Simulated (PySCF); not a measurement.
# doublet SnSe+ at 6 levels

Wanted: a comparison of 6 runs (U-wB97M-V/def2-TZVP, U-wB97X/def2-TZVP, UBLYP/def2-TZVP, UCAM-B3LYP/def2-TZVP, UM06-L/def2-TZVP, UCCSD(T)/def2-TZVP) of doublet SnSe+. Input form: a Python script.

Program for the calculation: PySCF 2.14.0.

3 further runs of the same task are left out: 3 set aside as unsound or not needed.

## (1) The structure to begin with

SnSe+: 2 atoms, total charge +1, spin state doublet. SMILES of the parent species: `[Se][Sn]`. The shape comes from GFN2-xTB, which is rough for such elements, and wasn't checked as a minimum. That shape belongs to the parent species and isn't relaxed for this state.

Bond lengths: Se1–Sn2 2.338 Å.

## (2) The energy at U-wB97M-V/def2-TZVP (core potential) (run 1)

Input file input.py:

```python
from pyscf import gto, dft

mol = gto.M(
    atom=[
    ('Se', (0.000000, 0.000000, 0.000000)),
    ('Sn', (0.000000, 0.000000, 2.338340)),
],
    spin=1,
    verbose=4,
    max_memory=1860,
    basis='def2-tzvp',
    ecp={'Sn': 'def2-svp'},
    charge=1,
)

mf = dft.UKS(mol)
mf.xc = 'wb97m-v'
mf.conv_tol = 1e-10
mf.grids.level = 5
mf.nlcgrids.level = 1
mf.kernel()
if not mf.converged:
    mf = mf.newton().run(mf.mo_coeff, mf.mo_occ)

energy = mf.e_tot
print(f'total energy: {energy:.8f} hartree')
```

Started as:

```bash
$ OMP_NUM_THREADS=1 python input.py
```

The log of the run:

```text
PySCF version 2.14.0

[... 60 lines left out ...]
WARN: beta  nocc = 27  HOMO -0.659465669599315 >= LUMO -0.659465669599032
[... 66 lines left out ...]
converged SCF energy = -2615.4002733995  <S^2> = 0.75374895  2S+1 = 2.0037454
total energy: -2615.40027340 hartree
```

Wall time 74 s (1 thread of Arm Neoverse V2, shared host); peak memory 0.52 GiB.

## (3) The energy at U-wB97X/def2-TZVP (core potential) (run 2)

Input file calc.py:

```python
from pyscf import gto, dft

system = gto.M(
    atom='Se 0.000000 0.000000 0.000000; Sn 0.000000 0.000000 2.338340',
    spin=1,
    charge=1,
    basis='def2-tzvp',
    ecp={'Sn': 'def2-svp'},
    max_memory=1860,
    verbose=3,
)

mf = dft.UKS(system)
mf.xc = 'wb97x'
mf.conv_tol = 1e-10
mf.grids.level = 5
mf.kernel()
if not mf.converged:
    mf = mf.newton().run(mf.mo_coeff, mf.mo_occ)

etot = mf.e_tot
print('Final energy', etot)
```

Started as:

```bash
$ OMP_NUM_THREADS=1 python calc.py
```

The log of the run:

```text
WARN: HOMO -0.661711135569508 >= LUMO -0.661711135569528

converged SCF energy = -2615.64996934625  <S^2> = 0.75407321  2S+1 = 2.0040691
Final energy -2615.6499693462456
```

Wall time 39 s (1 thread of Arm Neoverse V2, shared host); peak memory 0.48 GiB.

Runs 3 to 5 aren't shown in full; the table further down has their settings and results.

## (4) The energy at UCCSD(T)/def2-TZVP (core potential) (run 6)

Input file input.py:

```python
from pyscf import gto, scf, cc

system = gto.M(
    atom='Se 0.000000 0.000000 0.000000; Sn 0.000000 0.000000 2.338340',
    ecp={'Sn': 'def2-svp'},
    spin=1,
    basis='def2-tzvp',
    max_memory=1860,
    charge=1,
    verbose=3,
)

mf = scf.UHF(system)
mf.conv_tol = 1e-10
mf.kernel()
if not mf.converged:
    mf = mf.newton().run(mf.mo_coeff, mf.mo_occ)

mycc = cc.CCSD(mf, frozen=13)
mycc.kernel()
e_t = mycc.ccsd_t()
energy = mycc.e_tot + e_t
print('Final energy', energy)
```

Started as:

```bash
$ OMP_NUM_THREADS=1 python input.py
```

The log of the run:

```text
converged SCF energy = -2612.9673972017  <S^2> = 0.76252213  2S+1 = 2.0124832
E(UCCSD) = -2613.480064213589  E_corr = -0.5126670118874004
UCCSD(T) correction = -0.0174284974462629
Final energy -2613.497492711035
```

It took 5.6 min on 1 thread of Arm Neoverse V2, shared host; peak memory 2.3 GiB.

## (5) All runs side by side

| run | level | nlc grid | integration grid | energy (Eh) | HOMO energy (eV) | LUMO energy (eV) | ⟨S²⟩ | wall time |
| --- | --- | --- | --- | --- | --- | --- | --- | --- |
| 1 | U-wB97M-V/def2-TZVP (core potential) | 1 | 5 | -2615.400273 | -15.36 | -8.92 | 0.754 | 74 s |
| 2 | U-wB97X/def2-TZVP (core potential) | – | 5 | -2615.649969 | -15.48 | -9.04 | 0.754 | 39 s |
| 3 | UBLYP/def2-TZVP (core potential) | – | 5 | -2615.580538 | -12.19 | -12.11 | 0.753 | 22 s |
| 4 | UCAM-B3LYP/def2-TZVP (core potential) | – | 5 | -2615.683767 | -14.55 | -9.92 | 0.754 | 37 s |
| 5 | UM06-L/def2-TZVP (core potential) | – | 5 | -2615.663819 | -12.33 | -11.78 | 0.756 | 41 s |
| 6 | UCCSD(T)/def2-TZVP (core potential) | – | – | -2613.497493 | -15.46 | -7.12 | 0.763 | 5.6 min |

## (6) Summary of results

```
                                                         quantity           value
                                              run 6: total energy  -2613.49749 Eh
run 6: HOMO energy (Hartree–Fock orbitals) (highest over α and β)       -15.46 eV
 run 6: LUMO energy (Hartree–Fock orbitals) (lowest over α and β)        -7.12 eV
              run 6: correlation energy (13 core orbitals frozen)      -530.1 mEh
                                            run 6: (T) correction      -17.43 mEh
                         run 6: ⟨S²⟩ of the reference determinant           0.763
                                             run 6: T1 diagnostic           0.015
```

**Reading.** Totals of different functionals can't be ranked against each other. All runs together took 9.1 min, the longest 5.6 min.
